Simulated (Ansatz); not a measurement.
# B2O (P-3m1) in Ansatz: reference runs

Aim: a first look at B2O with PBE, on the cell as given and on a disturbed one.

Program: Ansatz 0.2.0. These are calculated values, not measurements. Logs are shortened: lines on timing, memory, paths and dates and some standing lists are left out, and cuts for length are marked.

**1. The structure**

The structure is trigonal, space group P-3m1 (No. 164). The conventional cell has a = 2.879 Å, b = 2.879 Å, c = 7.052 Å, α = 90.00°, β = 90.00°, γ = 120.00°. O (site symmetry 3m) is surrounded by 4 B at 1.74 to 2.00 Å. Around B (site symmetry 3m) lie 3 B at 1.69 Å. B (site symmetry 3m) is surrounded by 1 B at 1.69 Å and 3 O at 1.74 Å.

**2. Single point, PBE**

File input.yaml:

```yaml
crystal:
  lattice:
    - [2.879, 0.0, 0.0]
    - [-1.4395, 2.4932871375, 0.0]
    - [0.0, 0.0, 7.052]
  atoms:
    - { symbol: O, position: [0.3333333333, 0.6666666667, 0.694] }
    - { symbol: O, position: [0.6666666667, 0.3333333333, 0.306] }
    - { symbol: B, position: [0.3333333333, 0.6666666667, 0.977] }
    - { symbol: B, position: [0.6666666667, 0.3333333333, 0.023] }
    - { symbol: B, position: [0.0, 0.0, 0.62] }
    - { symbol: B, position: [0.0, 0.0, 0.38] }
hamiltonian:
  xc: pbe
  pseudopotentials: { kind: paw }
kpoints:
  mp_grid: { grid: [11, 11, 4] }
scf:
  occupations: { method: fermi_dirac, width: 0.05 }
output:
  forces: true
  stress: true
  eigenvalues: true
```

Potentials or basis: Ansatz PAW.

Launch:

```bash
ansatz run input.yaml --threads 2 --pin off --max-ram 5120MiB --backend cpu --events-out ev --progress --plain --runs-dir out
```

Standard output:

```text
Warning: RAYON_NUM_THREADS=2 ignored (pool sized by the plan → 2); use --threads N
Engine: ansatz 0.2.0, x86_64-unknown-linux-gnu
Pseudopotentials: kind: paw
Pseudopotential: O, paw, valence charge 6, recommended cutoff 420 eV (normal), O.paw.azcp
Pseudopotential: B, paw, valence charge 3, recommended cutoff 420 eV (normal), B.paw.azcp
Functional definition: PBE
  parameter kappa = 0.804
  parameter beta = 0.06672455060314922
  exchange = pbe_x(kappa = kappa, mu = beta*pi^2/3)
  correlation = pbe_c(beta = beta)
Crystal: 6 atoms, lattice volume = 50.620 Å³
Basis set: ecut = 420 eV, 995 PW (Γ), exchange–correlation on 40×40×96 points (8 copies of the dense FFT grid, shifted against one another)
Bands: 18, of which v1, the nominal top of the filled ones, is band 12 counted from 1 (11 counted from 0)
Symmetry: 12 space group operations
Space group: P-3m1 (ITA 164), of the structure as read, at distance tolerance 3.7e-5 Å
k-points: 58 of 484
Non-local potential: O, projectors of the file, l = 0: 2, l = 1: 2, l = 2: 1
Non-local potential: B, projectors of the file, l = 0: 2, l = 1: 2, l = 2: 1
PAW form: soft (Blöchl's): semilocal exchange-correlation on the pseudo side does not see the compensation charge
PAW one-centre angular grid: O, 110 points (default); XC on 64 Gauss nodes
PAW one-centre angular grid: B, 110 points (default); XC on 64 Gauss nodes
Initial density: superposition of atomic densities (neutral atoms: chi_scale 0, normalization atom), corrected by the library's trained network
Initial wavefunctions: pseudopotential atomic-orbital guess
Functional: x = pbe(κ = 0.804, μ = 0.2195149727645171), c = pbe(β = 0.06672455060314922)
SCF iter   1: F=—  HF=-1754.412929 eV  |F-HF|=—  |Δ(HF+E_count)|=         —  Δρ=1.32e-2  dr2=9.42e-2  ethr=1.77e-3  ⟨swp⟩=5.6  Hψ=4807  notcnv=0  defer=1
preconditioner: auto → none  [metal: Δε(μ)=0.032 eV  Ē_g=12.746 eV  σ=0.050 eV  W_gap=0.15  n_scr=4 (ndim 8)  ℏωp=25.6 eV  f_vac=0.000  D(μ)=1.82/eV (n_scr^D=10)  sad-step TF]
SCF iter   2: F=—  HF=-1754.405433 eV  |F-HF|=—  |Δ(HF+E_count)|=   7.50e-3  Δρ=8.28e-3  dr2=5.71e-2  ethr=3.93e-4  ⟨swp⟩=1.1  Hψ=1516  notcnv=0  defer=17
SCF iter   3: F=—  HF=-1754.394656 eV  |F-HF|=—  |Δ(HF+E_count)|=   1.08e-2  Δρ=8.22e-4  dr2=2.49e-4  ethr=2.38e-4  ⟨swp⟩=2.4  Hψ=1660  notcnv=0  defer=34
SCF iter   4: F=—  HF=-1754.394774 eV  |F-HF|=—  |Δ(HF+E_count)|=   1.18e-4  Δρ=2.76e-4  dr2=6.06e-5  ethr=1.04e-6  ⟨swp⟩=2.0  Hψ=1606  notcnv=0  defer=37
SCF iter   5: F=—  HF=-1754.394777 eV  |F-HF|=—  |Δ(HF+E_count)|=   3.20e-6  Δρ=7.42e-5  dr2=5.38e-6  ethr=2.52e-7  ⟨swp⟩=2.0  Hψ=1443  notcnv=0  defer=40
SCF iter   6: F=—  HF=-1754.394778 eV  |F-HF|=—  |Δ(HF+E_count)|=   6.02e-7  Δρ=1.25e-5  dr2=1.80e-7  ethr=2.24e-8  ⟨swp⟩=2.3  Hψ=1530  notcnv=0  defer=40
SCF iter   7: F=-1754.394778 eV  HF=-1754.394778 eV  |F-HF|=1.06e-9  |Δ(HF+E_count)|=   4.23e-8  Δρ=1.66e-6  dr2=1.01e-9  ethr=4.17e-10  ⟨swp⟩=7.2  Hψ=3957  notcnv=0
SCF 1 converged in 7 iterations: F = -1754.394778 eV  dr2 = 1.01e-9
SCF converged after 7 iterations
Free energy (F): -1754.394778 eV
Harris-Foulkes:  -1754.394778 eV  (|F-HF|=1.06e-9)
Internal energy: -1754.378483 eV  (E = F + TS)
E sigma→0 (E₀):  -1754.386631 eV
Entropy (-TS):   -0.016295 eV (-2.716 meV/atom)
Fermi energy:    8.811076 eV
--- Per-component energies (eV) ---
  E_band       = -20.586708
  E_kinetic    = 523.945359
  E_local      = -836.941758  (includes V_loc(G=0)·N_el)
  E_nonlocal   = 143.587548
  E_hartree    = 280.385902
  E_xc         = -269.353435
  E_vxc        = -332.052304  (∫ρ·V_xc dr)
  E_paw        = -628.425882  (= ΣΔE_a)
  E_vpaw       = -79.901882  (= ΣTr[D̂ρ^β])
  E_aug_tail   = 0.004690  (compensation charges beyond the density's cutoff)
  E_ewald      = -967.580907
  E_smearing   = -0.016295  (= −TS)
  E_closure    = -0.000000  (closes the sum)
  Σ components = -1754.394778   (vs F -1754.394778, Δ=0.00e0)
--- Forces (eV/Å), atoms counted from 1 ---
  atom   1  O      0.00000000    -0.00000000     0.11001109
  atom   2  O      0.00000000     0.00000000    -0.11001109
  atom   3  B      0.00000000    -0.00000000     0.16869433
  atom   4  B      0.00000000     0.00000000    -0.16869433
  atom   5  B      0.00000000    -0.00000000    -0.03477155
  atom   6  B      0.00000000     0.00000000     0.03477155
  max |Σ_I F_I| component: 4.16e-17 eV/Å
--- Stress (GPa, compression-positive) ---
      -28.572578       0.000000       0.000000
        0.000000     -28.572578       0.000000
        0.000000       0.000000      -0.283408
  P = ⅓ Tr σ = -19.1429 GPa (-191.429 kbar)
--- Band table (eV; the first three rows and the last of 58) ---
  k-point 0: bands = ["-14.6500", "-14.1384", "-3.6293", "-0.8105", "0.7506", "1.8787", "1.8787", "2.0096", "2.0096", "5.7146", "7.4150", "9.3401", "9.9443", "10.5700", "10.5700", "11.3815", "11.3815", "14.3486"]
  k-point 1: bands = ["-14.6425", "-14.1480", "-3.3862", "-1.6398", "1.7565", "1.8739", "1.8739", "2.0150", "2.0150", "4.9148", "7.8991", "9.1242", "10.0646", "10.5042", "10.5042", "11.4726", "11.4726", "14.3177"]
  k-point 2: bands = ["-14.6348", "-14.1579", "-2.7719", "-2.5935", "1.8695", "1.8695", "2.0200", "2.0200", "3.0142", "3.7463", "8.3744", "8.8172", "10.1554", "10.4484", "10.4484", "11.5546", "11.5546", "14.2865"]
  k-point 57: bands = ["-13.1606", "-13.1112", "-3.0027", "-1.9501", "-1.3120", "-1.1013", "1.0790", "1.1942", "3.2393", "3.6505", "3.9170", "4.9043", "10.9840", "11.9056", "12.7608", "12.7748", "13.2293", "13.4077"]
```

Wall time 1.9 s (2 threads of Intel Xeon at 2.70GHz, shared host); peak memory 0.35 GiB.

Results:

| Property | Result |
| --- | --- |
| Free energy | -1754.3948 eV |
| Pressure | -19.1 GPa |
| Largest force | 0.169 eV/Å |
| Band gap on the k mesh | none (metal or under the smearing width) |

Forces on the atoms (eV/Å):
```
O    0.000  0.000  0.110
O    0.000  0.000 -0.110
B    0.000  0.000  0.169
B    0.000  0.000 -0.169
B    0.000  0.000 -0.035
B    0.000  0.000  0.035
```

Caveat: so large a pressure means that the cell lies far from this level's equilibrium, or that cutoff or potentials fall short; the pressure holds a Pulay correction of +0.7 GPa for the finite cutoff.

**3. Single point, PBE (atoms moved at random, drawn with an rms of 0.05 Å)**

File input.yaml:

```yaml
crystal:
  lattice:
    - [2.879, 0.0, 0.0]
    - [-1.4395, 2.4932871375, 0.0]
    - [0.0, 0.0, 7.052]
  atoms:
    - { symbol: O, position: [0.348208, 0.675753, 0.689016] }
    - { symbol: O, position: [0.678795, 0.349339, 0.30805] }
    - { symbol: B, position: [0.316144, 0.661822, 0.975008] }
    - { symbol: B, position: [0.668873, 0.324258, 0.027737] }
    - { symbol: B, position: [-0.017035, -0.009521, 0.614116] }
    - { symbol: B, position: [0.00215, 0.010137, 0.381062] }
hamiltonian:
  xc: pbe
  pseudopotentials: { kind: paw }
kpoints:
  mp_grid: { grid: [11, 11, 4] }
scf:
  occupations: { method: fermi_dirac, width: 0.05 }
output:
  forces: true
  stress: true
  eigenvalues: true
```

Potentials or basis: Ansatz PAW.

Launch:

```bash
ansatz run input.yaml --threads 2 --pin off --max-ram 5120MiB --backend cpu --events-out ev --progress --plain --runs-dir out
```

It took 14 s on 2 threads of Intel Xeon at 2.70GHz, shared host; peak memory 0.52 GiB.

Results (log left out):

```
Free energy            : -1754.3219 eV
Pressure               : -18.0 GPa
Largest force          : 0.858 eV/Å
Band gap on the k mesh : none (metal or under the smearing width)
```

Forces in eV/Å, atoms in the order of the input:
```
O   -0.049  0.019  0.248
O   -0.076 -0.154 -0.391
B    0.696  0.137  0.482
B   -0.639 -0.066 -0.508
B    0.027  0.079  0.832
B    0.041 -0.015 -0.663
```

Stress tensor (GPa, compression positive):
```
-30.32   1.65   0.01
  1.65 -26.93   0.92
  0.01   0.92   3.24
```

Levels at points of the mesh, in eV from the Fermi level:
| k point | band 9 | band 10 | band 11 | band 12 | band 13 | band 14 | band 15 | band 16 |
| --- | --- | --- | --- | --- | --- | --- | --- | --- |
| (0.00, 0.00, 0.00) | -6.41 | -3.17 | -1.35 | 0.55 | 1.01 | 1.28 | 2.22 | 2.29 |
| (0.00, 0.00, -0.50) | -5.83 | -5.10 | -0.41 | -0.02 | 1.19 | 1.27 | 1.94 | 2.60 |

Caveat: the pressure holds a Pulay correction of +0.7 GPa for the finite cutoff.
